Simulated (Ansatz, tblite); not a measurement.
**BCl2(CCH) (C₂HBCl₂): spin-state energies by level**

Is the singlet the ground state of BCl2(CCH) (C₂HBCl₂)? Other spin states are computed and compared level by level.

Computed with Ansatz 0.2.0, Gaussian basis. Level: as each input shows.

Plan: triplet, at the geometry of the singlet (GFN1-xTB, GFN2-xTB, PBE0-D4/def2-TZVP, PBE-D4/def2-TZVP, r2SCAN-D4/def2-TZVP); the singlet's energies come from earlier runs.

### Step 1. The structure

The singlet was relaxed beforehand with B3LYP-D4/def2-SVP.

6 atoms, charge 0, spin multiplicity 1.

Bond lengths: B1–Cl2 1.757 Å, B1–Cl3 1.757 Å, B1–C4 1.513 Å, C4–C5 1.218 Å, C5–H6 1.075 Å. Angles: Cl2–B1–Cl3 119.4°, Cl2–B1–C4 120.3°, Cl3–B1–C4 120.3°, B1–C4–C5 179.9°, C4–C5–H6 179.9°.

Geometry (Å):

```xyz
6
C2HBCl2
B     0.52372    0.90566    0.00415
Cl    2.27957    0.91353    0.05787
Cl   -0.34483    2.43207   -0.04024
C    -0.23395   -0.40409   -0.00350
C    -0.84274   -1.45863   -0.00756
H    -1.38176   -2.38855   -0.01072
```

### Step 2. Triplet at the fixed geometry, GFN1-xTB

Tight binding, by tblite at 300 K electronic temperature and without a spin-polarisation term:

```python
tblite.interface.Calculator('GFN1-xTB', numbers, positions, charge=0, uhf=2).singlepoint()
```

Energy -394.9291 eV; 0.01 s.

### Step 3. Triplet at the fixed geometry, GFN2-xTB

Tight binding, by tblite at 300 K electronic temperature and without a spin-polarisation term:

```python
tblite.interface.Calculator('GFN2-xTB', numbers, positions, charge=0, uhf=2).singlepoint()
```

Energy -407.1130 eV; 0.011 s.

### Step 4. Triplet at the fixed geometry, PBE0-D4/def2-TZVP

The input, in.yaml:

```yaml
crystal:
  periodic: [false, false, false]
  atoms:
    - {symbol: B, position_ang: [0.523724, 0.905659, 0.004153]}
    - {symbol: Cl, position_ang: [2.279572, 0.913530, 0.057872]}
    - {symbol: Cl, position_ang: [-0.344831, 2.432073, -0.040241]}
    - {symbol: C, position_ang: [-0.233953, -0.404092, -0.003503]}
    - {symbol: C, position_ang: [-0.842738, -1.458626, -0.007557]}
    - {symbol: H, position_ang: [-1.381765, -2.388554, -0.010723]}
basis:
  gaussian: {orbitals: def2-TZVP}
magnetization: {spin_polarized: true, initial_magnetization: 2}
hamiltonian: {xc: pbe0, dispersion: d4}
scf: {omitted_lower_state_checks: [starts]}
output: {orbitals: {seedname: orbitals}}
```

The run is started by

```bash
$ ansatz run in.yaml --threads 2 --pin off --events-out ev --progress --plain --max-ram 4352MiB
```

Standard output:

```text
Functional definition: PBE0
  name "PBE0"
  cite "Adamo & Barone, J. Chem. Phys. 110, 6158 (1999) doi:10.1063/1.478522"
  cite "Perdew, Burke & Ernzerhof, Phys. Rev. Lett. 77, 3865 (1996) doi:10.1103/PhysRevLett.77.3865"
  parent pbe
  parameter a = 0.25
  parameter kappa = 0.804
  parameter beta = 0.06672455060314922
  exchange = (1 - a)*pbe_x(kappa = kappa, mu = beta*pi^2/3) + a*exact_x
  correlation = pbe_c(beta = beta)
these checks for a lower state are left out or cut short: starts
1109 factors; their error is unknown
mean field evaluation 1: about -27786.5328 eV, gradient 4.3e1 eV
mean field evaluation 2: about -27723.2273 eV, gradient 9.3e1 eV
mean field evaluation 4: about -27795.2924 eV, gradient 2.1e1 eV
mean field evaluation 8: about -27798.0008 eV, gradient 6.7e-1 eV
mean field evaluation 16: about -27798.0871 eV, gradient 3.4e-3 eV
mean field evaluation 32: about -27798.1891 eV, gradient 2.0e-1 eV
mean field -27798.20656692 eV, -1021.5652490332 hartree, gradient 6.1e-6 eV, S^2 2.006541; 1 other end points of the search recorded, 0 dependent functions left out
reference -27798.20659607 eV, -1021.5652501043 hartree; 27, 25 occupied and 146, 148 virtual orbitals, 1109 factors
Total energy: -27798.34542049 eV, -1021.5703518079 hartree
Checks for a lower state left out: starts
```

Run time: 42 s. Hardware: 2 threads of Intel Xeon Platinum 8259CL at 2.50GHz, shared host; peak memory 0.75 GiB.

Report: HOMO -5.06 eV, LUMO -6.35 eV (over both spins; with the spin held, an empty level of the minority spin lies below the top filled one); ⟨S²⟩ 2.007 (pure: 2.00); the next solution that the search met lies 0.119 eV higher.

### Step 5. Triplet at the fixed geometry, PBE-D4/def2-TZVP

start.molden holds the orbitals of an earlier run on this state, given as this run's starting guess.

Edit in.yaml of step 4 so:

```diff
@@ -10,5 +10,5 @@
 basis:
-  gaussian: {orbitals: def2-TZVP}
+  gaussian: {orbitals: def2-TZVP, initial_orbitals: start.molden}
 magnetization: {spin_polarized: true, initial_magnetization: 2}
-hamiltonian: {xc: pbe0, dispersion: d4}
+hamiltonian: {xc: pbe, dispersion: d4}
 scf: {omitted_lower_state_checks: [starts]}
```

Same command.

Standard output:

```text
Functional definition: PBE
  name "PBE"
  cite "Perdew, Burke & Ernzerhof, Phys. Rev. Lett. 77, 3865 (1996) doi:10.1103/PhysRevLett.77.3865"
  parent pbe
  parameter kappa = 0.804
  parameter beta = 0.06672455060314922
  exchange = pbe_x(kappa = kappa, mu = beta*pi^2/3)
  correlation = pbe_c(beta = beta)
these checks for a lower state are left out or cut short: starts
1085 factors; their error is unknown
mean field evaluation 1: about -27795.8792 eV, gradient 9.0e0 eV
mean field evaluation 2: about -27796.0214 eV, gradient 4.3e-1 eV
mean field evaluation 4: about -27796.0176 eV, gradient 2.9e-1 eV
mean field evaluation 8: about -27796.1224 eV, gradient 5.1e-1 eV
mean field evaluation 16: about -27796.1433 eV, gradient 1.9e-2 eV
mean field -27796.14329814 eV, -1021.4894253039 hartree, gradient 6.3e-6 eV, S^2 2.006513; 0 other end points of the search recorded, 0 dependent functions left out
reference -27796.14333760 eV, -1021.4894267540 hartree; 27, 25 occupied and 146, 148 virtual orbitals, 1085 factors
Total energy: -27796.30649988 eV, -1021.4954228575 hartree
Checks for a lower state left out: starts
```

Run time: 23 s. Hardware: 2 threads of Intel Xeon Platinum 8259CL at 2.50GHz, shared host.

Report: HOMO -3.41 eV, LUMO -7.35 eV (over both spins; with the spin held, an empty level of the minority spin lies below the top filled one); ⟨S²⟩ 2.007 (pure: 2.00).

### Step 6. Triplet at the fixed geometry, r2SCAN-D4/def2-TZVP

Edit in.yaml of step 5 so:

```diff
@@ -12,3 +12,3 @@
 magnetization: {spin_polarized: true, initial_magnetization: 2}
-hamiltonian: {xc: pbe, dispersion: d4}
+hamiltonian: {xc: r2scan, dispersion: d4}
 scf: {omitted_lower_state_checks: [starts]}
```

The command is unchanged.

Standard output:

```text
Functional definition: r2SCAN
  name "r2SCAN"
  cite "Furness, Kaplan, Ning, Perdew & Sun, J. Phys. Chem. Lett. 11, 8208 (2020) doi:10.1021/acs.jpclett.0c02405"
  cite "Furness, Kaplan, Ning, Perdew & Sun, J. Phys. Chem. Lett. 11, 9248 (2020) doi:10.1021/acs.jpclett.0c03077"
  parent r2scan
  parameter k0 = 0.174
  parameter k1 = 0.065
  parameter a1 = 4.9479
  exchange = r2scan_x(k0 = k0, k1 = k1, a1 = a1)
  correlation = r2scan_c
these checks for a lower state are left out or cut short: starts
1085 factors; their error is unknown
mean field evaluation 1: about -27806.7779 eV, gradient 6.5e0 eV
mean field evaluation 2: about -27806.8247 eV, gradient 1.2e-1 eV
mean field evaluation 4: about -27806.8109 eV, gradient 6.2e-3 eV
mean field evaluation 8: about -27806.8109 eV, gradient 2.6e-5 eV
mean field evaluation 16: about -27806.8114 eV, gradient 1.6e-1 eV
mean field evaluation 32: about -27806.8156 eV, gradient 5.0e-6 eV
mean field -27806.81560702 eV, -1021.8816254215 hartree, gradient 5.1e-6 eV, S^2 2.010177; 1 other end points of the search recorded, 0 dependent functions left out
reference -27806.81561944 eV, -1021.8816258778 hartree; 27, 25 occupied and 146, 148 virtual orbitals, 1085 factors
Total energy: -27806.85431894 eV, -1021.8830480584 hartree
Checks for a lower state left out: starts
```

Wall time 42 s (2 threads of Intel Xeon Platinum 8259CL at 2.50GHz, shared host).

From the report: HOMO -4.16 eV, LUMO -7.09 eV (over both spins; with the spin held, an empty level of the minority spin lies below the top filled one); ⟨S²⟩ 2.010 (pure: 2.00); the next solution that the search met lies 0.005 eV higher.

### Step 7. Triplet less singlet, vertical

The singlet's energies are those of its earlier runs, whose logs aren't repeated here.

```
              level  triplet less singlet, vertical (eV)     time
           GFN1-xTB                               +4.638  0.021 s
           GFN2-xTB                               +4.087   0.02 s
   PBE-D4/def2-TZVP                               +3.985     26 s
r2SCAN-D4/def2-TZVP                               +3.970     48 s
  PBE0-D4/def2-TZVP                               +4.091     48 s
```

Times add the two runs; a level without a time comes out of a correlated run. Tight binding without a spin term can't rank spin states.

### Step 8. Results

| quantity | value |
| --- | --- |
| triplet less singlet, vertical, functionals in def2-TZVP | +3.970 (r2SCAN-D4) to +4.091 eV (PBE0-D4) |

What this shows: All functionals put the triplet above the singlet, over a spread of 0.121 eV. The checks for a lower triplet were left out, so another state of that spin may lie lower. These are electronic energies, without zero-point motion, entropy or surroundings.
